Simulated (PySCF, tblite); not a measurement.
# C7H9FO2: geometry, infrared bands, NMR shifts and electronic excitations

Wanted: the infrared bands, NMR shifts and electronic excitations of C7H9FO2 (`COC(=O)CC#C[C@H](C)F`), by calculation.

Computed with tblite 0.8.0 and PySCF 2.14.0, with density-fitted response routines of our own, on a single molecule in the gas phase. Atoms count from 0, in the outputs and in this text.

### Step 1. Starting geometry

19 atoms, charge 0, multiplicity 1; geometry from: force field or distance geometry start.

Bonds of the start (Å): C0–O1 1.43, O1–C2 1.39, C2–O3 1.26, C2–C4 1.49, C4–C5 1.47, C5–C6 1.21, C6–C7 1.48, C7–C8 1.51, C7–F9 1.36, C0–H10 1.10, C0–H11 1.12, C0–H12 1.10, C4–H13 1.12, C4–H14 1.13, C7–H15 1.12, C8–H16 1.13, C8–H17 1.11, C8–H18 1.12.

### Step 2. Geometry optimisation with GFN2-xTB

Job settings and geometry (Å):

```
{"job": {"kind": "relax", "xc": "GFN2-xTB", "basis": "xTB"}, "charge": 0, "multiplicity": 1}
C      4.275000    -0.259500    -0.320500
O      3.143500     0.591800    -0.532000
C      1.852300     0.110600    -0.331300
O      1.618100    -1.077900     0.014400
C      0.753700     1.091700    -0.570400
C     -0.517000     0.401800    -0.331000
C     -1.566500    -0.169700    -0.143600
C     -2.843400    -0.872000     0.090400
C     -3.908900     0.118600     0.479100
F     -2.638100    -1.784100     1.084000
H      5.058300     0.087300    -1.011800
H      4.626300    -0.209300     0.737300
H      4.041700    -1.320600    -0.513500
H      0.747300     1.498500    -1.609700
H      0.869700     1.996800     0.097600
H     -3.138000    -1.380100    -0.863200
H     -3.530600     0.656200     1.393500
H     -4.896500    -0.356500     0.678600
H     -3.956700     0.885500    -0.340300
```

Started as:

```
$ OMP_NUM_THREADS=1 python probes_run.py task.json out
```

One launch serves the whole session: the jobs run in the order shown.

**Question.** This job is followed by: GFN2-xTB harmonic vibrations, gas phase; PBE0-D3(BJ)/def2-SVP geometry optimisation, gas phase; GIAO PBE0/pcSseg-1 NMR shielding, non-relativistic, gas phase; TDDFT PBE0/def2-SVPD, vertical, gas phase, core orbitals frozen in the response; GIAO wB97X-D/pcSseg-1 NMR shielding, non-relativistic, gas phase. Predict these results of the whole session: strongest single infrared mode (GFN2-xTB); zero-point energy (GFN2-xTB); point group; rotational constants (main isotopes); 13C shifts against TMS (PBE0/pcSseg-1); 1H shifts against TMS (PBE0/pcSseg-1, means over atoms taken as alike); 17O shifts against H2O (PBE0/pcSseg-1); 19F shifts against CFCl3 (PBE0/pcSseg-1); lowest singlet (PBE0/def2-SVPD); brightest single state of those computed; lowest triplet; vertical ionisation energy (ΔSCF); range of the shift of O1.

**Answer**, as computed:

```
                                                              quantity                                          value
                             strongest single infrared mode (GFN2-xTB)                          1787 cm⁻¹, 478 km/mol
                                          zero-point energy (GFN2-xTB)                                  90.3 kcal/mol
                                                           point group                                             C1
                                  rotational constants (main isotopes)                           2.91, 0.49, 0.45 GHz
                                13C shifts against TMS (PBE0/pcSseg-1)  172.1, 87.8, 86.4, 79.1, 52.9, 27.9, 24.5 ppm
1H shifts against TMS (PBE0/pcSseg-1, means over atoms taken as alike)               5.15, 3.67, 3.30, 3.05, 1.45 ppm
                                17O shifts against H2O (PBE0/pcSseg-1)                               447.1, 193.2 ppm
                              19F shifts against CFCl3 (PBE0/pcSseg-1)                                     -197.1 ppm
                                       lowest singlet (PBE0/def2-SVPD)                    5.81 eV (213 nm), f = 0.005
                              brightest single state of those computed                   state 10, 7.86 eV, f = 0.088
                                                        lowest triplet                                        5.12 eV
                                     vertical ionisation energy (ΔSCF)                                        9.53 eV
                                              range of the shift of O1                             187.1 to 193.2 ppm
```

**Reading.** Relaxing lowered the energy by 0.555 eV in 201 steps; the close pair that moved most is C2–O3, from 1.260 to 1.200 Å (GFN2-xTB). The lowest mode is slightly imaginary (4i cm⁻¹), a soft motion within the noise of the Hessian, so the minimum is not strictly shown. The strongest single mode, at 1787 cm⁻¹, moves mainly C2 and O3. Unscaled tight-binding wavenumbers are off by several per cent, some by more. Its intensities can rank the bands wrongly. Over 26 steps the energy fell by 0.082 eV; of the close pairs, C4–H14 changed most, 1.091 to 1.105 Å (PBE0/def2-SVP). No frequency check was run at this level, so the end point may be a saddle. The most deshielded carbon is C2 (ester carbonyl carbon), at 172.1 ppm: it is a carbonyl in resonance with an O or N lone pair, the region of acids, esters and amides. The most deshielded hydrogen is H15 (hydrogen on a propargylic sp3 CH bonded to F), at 5.15 ppm: its carbon carries F, an electronegative neighbour. At PBE0/pcSseg-1: The largest span, 684 ppm, is at O3, where the paramagnetic term is -512 ppm. The first singlet state (HOMO→LUMO 0.62, HOMO−2→LUMO 0.22) lies at 5.81 eV and is weak; of the 10 states computed, the strongest absorption comes from state 10 at 7.86 eV (the last computed, so partners may be missing). The lowest triplet lies 0.69 eV below the lowest singlet (triplets in Tamm-Dancoff, singlets in full TDDFT). The orbital energy would give 7.69 eV for ionisation, ΔSCF gives 9.53 eV. In ppm, O1 moves most: its shift spreads over 6.1 ppm, from 187.1 (wB97X-D/pcSseg-1) to 193.2 (PBE0/pcSseg-1).
